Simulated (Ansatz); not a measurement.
Working through an equation of state with a fit of Ge, space group I4_1/amd

Program: the Ansatz DFT code, driven from Python.

The cells in order, each with its output:

In [1]:
```python
import ansatz as az
import numpy as np
from scipy.optimize import curve_fit

vectors0 = np.array([
    [-2.57449, 2.57449, 1.397413],
    [2.57449, -2.57449, 1.397413],
    [2.57449, 2.57449, -1.397413],
])
sites = [
    ("Ge", [0.25, 0.75, 0.5]),
    ("Ge", [0.5, 0.5, 0.0]),
]
```

In [2]:
```python
def crystal_on(cell):
    crystal = az.Crystal(lattice=az.Lattice.of(cell))
    for symbol, position in sites:
        crystal = crystal.atom(symbol, position)
    return crystal
```

In [3]:
```python
def vinet(v, e0, v0, b0, b1):
    eta = (v / v0) ** (1 / 3)
    return e0 + 2 * b0 * v0 / (b1 - 1) ** 2 * (2 - (5 + 3 * b1 * (eta - 1) - 3 * eta) * np.exp(-1.5 * (b1 - 1) * (eta - 1)))
```

In [4]:
```python
# scale the volume, keep shape and fractions
volumes, energies, pressures = [], [], []
for scale in np.linspace(0.9, 1.1, 9):
    cell = vectors0 * scale ** (1 / 3)
    calc = (
        crystal_on(cell).calculation()
        .functional("PBEsol")
        .pseudopotentials("paw")
        .basis(450)
        .occupations("Fermi-Dirac", width=0.15)
        .kpoints(12, 12, 12)
        .stress()
    )
    rep = calc.run(threads=1, pin="off").report
    volumes.append(abs(np.linalg.det(cell)) / len(sites))
    energies.append(rep["free_energy_ev"] / len(sites))
    pressures.append(np.trace(rep["stress_gpa"]) / 3)
    print(f"V = {volumes[-1]:8.4f} A^3/atom  F = {energies[-1]:.5f} eV/atom  P = {pressures[-1]:8.3f} GPa")

guess = (min(energies), volumes[int(np.argmin(energies))], 0.5, 4.5)
(e0, v0, b0, b1), _ = curve_fit(vinet, np.array(volumes), np.array(energies), p0=guess, maxfev=20000)
print(f"Vinet fit: V0 = {v0:.4f} A^3/atom, B0 = {160.21766 * b0:.1f} GPa, B1 = {b1:.2f}")
print("largest residual", round(1000 * float(np.abs(vinet(np.array(volumes), e0, v0, b0, b1) - energies).max()), 3), "meV/atom")
```
```text
V =  16.6717 A^3/atom  F = -4253.30117 eV/atom  P =    9.515 GPa
V =  17.1348 A^3/atom  F = -4253.32409 eV/atom  P =    6.414 GPa
V =  17.5979 A^3/atom  F = -4253.33865 eV/atom  P =    3.722 GPa
V =  18.0610 A^3/atom  F = -4253.34595 eV/atom  P =    1.384 GPa
V =  18.5241 A^3/atom  F = -4253.34694 eV/atom  P =   -0.646 GPa
V =  18.9872 A^3/atom  F = -4253.34247 eV/atom  P =   -2.408 GPa
V =  19.4503 A^3/atom  F = -4253.33325 eV/atom  P =   -3.936 GPa
V =  19.9134 A^3/atom  F = -4253.31991 eV/atom  P =   -5.262 GPa
V =  20.3765 A^3/atom  F = -4253.30301 eV/atom  P =   -6.411 GPa
Vinet fit: V0 = 18.3697 A^3/atom, B0 = 78.6 GPa, B1 = 4.60
largest residual 0.007 meV/atom
```

A third-order Birch-Murnaghan fit through the 9 points (the script's own form differs a little) has its minimum at 18.37 Å³ an atom, 0.8 % below the typed cell, with a bulk modulus of 78 GPa and dB/dP = 4.6. From that minimum the energy rises by 46.1 meV an atom on the compressed side and 44.2 meV on the expanded side.

Absolute energies stand on the zero of these potentials, so only differences at equal settings mean something. Shape and fractional positions are held along the curve, so the bulk modulus is an upper value where they are free to relax. The smearing is wide enough that free energy and stress hold a thermal part of the electrons. Pressure is positive in compression. This isn't the structure that Ge takes at ambient conditions. Timing: 65 s on 1 thread of AMD EPYC 7R43 64-Core Processor (Zen 3), on a shared host, peak memory 0.51 GiB.
